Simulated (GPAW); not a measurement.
Ba2Tl5V3O12 in GPAW: the effect of functional

The system is Ba2Tl5V3O12.

```xyz
22
Lattice="4.2370 2.4462 6.1284 -4.2370 2.4462 6.1284 0.0000 -4.8924 6.1284" Properties=species:S:1:pos:R:3 pbc="T T T"
Ba    0.0000    0.0000    9.1926
Ba    0.0000    0.0000    0.0000
V     0.0000    2.4462    6.1284
V    -2.1185   -1.2231    6.1284
V     2.1185   -1.2231    6.1284
Tl    0.0000   -2.4462    3.0642
Tl    2.1185    1.2231    3.0642
Tl   -2.1185    1.2231    3.0642
Tl    0.0000    0.0000   13.6133
Tl    0.0000    0.0000    4.7719
O     2.6932   -0.0671    7.4143
O    -1.2885    2.3659    7.4143
O    -1.4047   -2.2988    7.4143
O    -1.4047    2.2988   10.9709
O     2.6932    0.0671   10.9709
O    -1.2885   -2.3659   10.9709
O    -2.6932    0.0671   10.9709
O     1.2885   -2.3659   10.9709
O     1.4047    2.2988   10.9709
O     1.4047   -2.2988    7.4143
O    -2.6932   -0.0671    7.4143
O     1.2885    2.3659    7.4143
```

The cell was built by a generator and needn't be a form met in nature.

Alike in all runs:

* Program: GPAW 26.7.0
* Task: band structure
* Cutoff: 800 eV
* Basis: pw
* k mesh: 3 × 3 × 3
* Occupations: fermi-dirac, width 0.05 eV
* Spin: collinear spin, ferromagnetic start
* Starting moments: [0.0, 0.0, 2.0, 2.0, 2.0, 0.0, 0.0, 0.0, 0.0, 0.0, 0.0, 0.0, 0.0, 0.0, 0.0, 0.0, 0.0, 0.0, 0.0, 0.0, 0.0, 0.0] μB

| functional | potentials or basis | pressure (GPa) | moment (μB) | largest force (eV/Å) |
| --- | --- | --- | --- | --- |
| LDA | the program's PAW data sets (release 1.2.1) made for this functional | -8.0 | 0.56 | 0.49 |
| BLYP | PAW data sets generated in the run's folder for this functional | 3.3 | 1.14 | 0.15 |
| AM05 | PAW data sets generated in the run's folder for this functional | ? | ? | ? |
| PBEsol | PAW data sets generated in the run's folder for this functional | -4.0 | 1.05 | 0.14 |

Problem. What does the run with functional AM05 give?

Solution. Pressure -3.1 GPa; moment 0.95 μB; largest force 0.15 eV/Å.
